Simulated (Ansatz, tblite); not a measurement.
# The cluster Si7W3−: rung by rung

How do method and basis change the picture of the cluster Si7W3− (doublet)?

Computed with Ansatz 0.2.0, Gaussian basis. Level: as each input shows.

Plan: GFN2-xTB, PBE-D4/def2-SVP, r2SCAN-D4/def2-SVP, B3LYP-D4/def2-SVP, B97M-V/def2-SVP, PBE-D4/def2-SVPD, PBE0-D4/def2-SVPD, MP2/def2-SVPD, RPA/def2-SVPD.

8 further runs of the same task are left out: 4 that didn't finish, 4 set aside as unsound or not needed. Runs told in other sessions of the task aren't counted.

## 1. The structure

The geometry is that of the doublet, from an earlier relaxation (PBE-D4/def2-SVP). At that level it is the lowest of the isomers that a small search found.

10 atoms, charge -1, spin multiplicity 2.

Bond lengths: W1–Si5 2.422 Å, W1–Si6 2.508 Å, W1–Si7 2.457 Å, W1–Si8 2.552 Å, W1–Si9 2.427 Å, W2–Si4 2.412 Å, W2–Si5 2.445 Å, W2–Si7 2.477 Å, W2–Si10 2.412 Å, W3–Si4 2.721 Å, W3–Si5 2.568 Å, W3–Si6 2.505 Å, W3–Si8 2.398 Å, W3–Si10 2.446 Å, Si4–Si6 2.460 Å, Si7–Si9 2.354 Å. Angles: Si5–W1–Si6 87.3°, Si5–W1–Si7 62.0°, Si5–W1–Si8 59.3°, Si5–W1–Si9 101.8°, Si6–W1–Si7 66.6°, Si6–W1–Si8 97.1°, Si6–W1–Si9 108.1°, Si7–W1–Si8 119.5°, Si7–W1–Si9 57.6°, Si8–W1–Si9 148.0°, Si4–W2–Si5 94.1°, Si4–W2–Si7 81.9°, Si4–W2–Si10 69.6°, Si5–W2–Si7 61.4°, Si5–W2–Si10 69.7°, Si7–W2–Si10 120.5°, Si4–W3–Si5 84.5°, Si4–W3–Si6 56.0° and more.

W takes a core potential in the def2 sets. No spin-orbit coupling is included. The ion is computed in the gas phase, without counter-ions or solvent.

PBE0-D4/def2-SVP was run before; its log isn't repeated, and its numbers join the tables.

## 2. GFN2-xTB

Tight binding, by tblite at 300 K electronic temperature and without a spin-polarisation term:

```python
tblite.interface.Calculator('GFN2-xTB', numbers, positions, charge=-1, uhf=1).singlepoint()
```

Energy -534.1698 eV; 0.06 s.

## 3. PBE-D4/def2-SVP

start.molden holds the orbitals of an earlier run on this state, given as this run's starting guess.

Contents of in.yaml:

```yaml
crystal:
  periodic: [false, false, false]
  atoms:
    - {symbol: W, position_ang: [1.008666, 1.457514, -0.923002]}
    - {symbol: W, position_ang: [-1.114469, -2.005822, -0.283654]}
    - {symbol: W, position_ang: [0.357279, 0.284620, 1.925513]}
    - {symbol: Si, position_ang: [-2.167940, -0.401685, 1.178193]}
    - {symbol: Si, position_ang: [1.051549, -0.871378, -0.259411]}
    - {symbol: Si, position_ang: [-1.090000, 1.680242, 0.431586]}
    - {symbol: Si, position_ang: [-0.813944, 0.004846, -1.699460]}
    - {symbol: Si, position_ang: [2.523995, 0.668585, 0.973379]}
    - {symbol: Si, position_ang: [0.384296, 1.293592, -3.262638]}
    - {symbol: Si, position_ang: [-0.139431, -2.110514, 1.919493]}
basis:
  gaussian: {orbitals: def2-SVP, initial_orbitals: start.molden}
total_charge: -1
magnetization: {spin_polarized: true, initial_magnetization: 1}
hamiltonian: {xc: pbe, dispersion: d4}
scf: {omitted_lower_state_checks: [starts]}
output: {forces: true, orbitals: {seedname: orbitals}}
```

Command:

```sh
ansatz run in.yaml --threads 4 --pin off --events-out ev --progress --plain --max-ram 6963MiB
```

The runs that follow: r2SCAN-D4/def2-SVP; B3LYP-D4/def2-SVP; B97M-V/def2-SVP; PBE-D4/def2-SVPD; PBE0-D4/def2-SVPD; MP2/def2-SVPD; RPA/def2-SVPD.

**Question.** What will the summary of the whole plan be? Wanted: gap in def2-SVP, named functionals, smallest and largest; correlation energy, MP2/def2-SVPD; ⟨S²⟩ in def2-SVP, named functionals, smallest and largest; PBE0 total energy, smallest basis above largest.

As calculated:

| quantity | value |
| --- | --- |
| gap in def2-SVP, named functionals, smallest and largest | 0.25 eV (PBE-D4), 1.57 eV (PBE0-D4) |
| correlation energy, MP2/def2-SVPD | -48.79 eV |
| ⟨S²⟩ in def2-SVP, named functionals, smallest and largest | 1.528, 1.768 |
| PBE0 total energy, smallest basis above largest | 0.64 eV (def2-SVP, def2-SVPD) |

Over the named functionals in def2-SVP the gap runs from 0.25 eV (PBE-D4) to 1.57 eV (PBE0-D4); exact exchange widens it. Over the named functionals in def2-SVP spin contamination reaches 1.02 (PBE0-D4), and every level is far from pure, so all describe a mixture with higher spin.
